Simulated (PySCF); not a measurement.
# C14H12BN: the cost of one run

Computed with PySCF 2.14.0 and routines of our own; the level stands in each step. Atoms count from 0.

### Step 1. The system as given

28 atoms, charge 0, multiplicity 1; geometry from: GFN2-xTB.

### Step 2. NMR shifts: GIAO revPBE/pcseg-0

The job: settings as JSON, then the geometry in Å.

```
{"job": {"kind": "nmr", "basis": "pcseg-0", "pop": false, "xc": "revPBE"}, "charge": 0, "multiplicity": 1}
C     -3.752750    -1.363572    -0.095528
B     -2.205648    -1.112756     0.120779
C     -1.274403    -2.307407     0.523910
C      0.050265    -2.043144     0.657526
C      1.490598    -2.300808     0.818109
C      1.789972    -0.939420     0.534115
C      0.420183    -0.664525     0.400078
C     -0.205157     0.438745    -0.007516
C     -1.620518     0.354707    -0.172943
C     -2.180237     1.529382    -0.587789
C     -1.361903     2.691365    -0.811075
C     -0.009980     2.729224    -0.671130
C      0.685115     1.541875    -0.259301
C      2.033490     1.323252    -0.100961
N      2.621306     0.107342     0.286176
C      4.058363    -0.019490     0.303678
H     -3.960075    -1.433886    -1.164361
H     -4.367145    -0.547450     0.280176
H     -4.110329    -2.286104     0.355272
H     -1.666296    -3.310124     0.661548
H      2.079690    -3.169520     1.031693
H     -3.242625     1.626191    -0.762943
H     -1.873975     3.593318    -1.121217
H      0.542635     3.637328    -0.868259
H      2.747960     2.113748    -0.276796
H      4.443065    -0.278246    -0.688393
H      4.335690    -0.809060     1.001340
H      4.520173     0.915448     0.622341
```

Level: GIAO revPBE/pcseg-0 NMR shielding, non-relativistic, gas phase.

Command:

```sh
OMP_NUM_THREADS=1 python large_run.py task.json out
```

The driver reads the jobs from task.json and runs them one after another.

**Question.** How long does this first job take on 1 thread of Arm Neoverse V1, shared host, and how much memory does it need?

About 13 s, with a peak of 0.45 GiB.
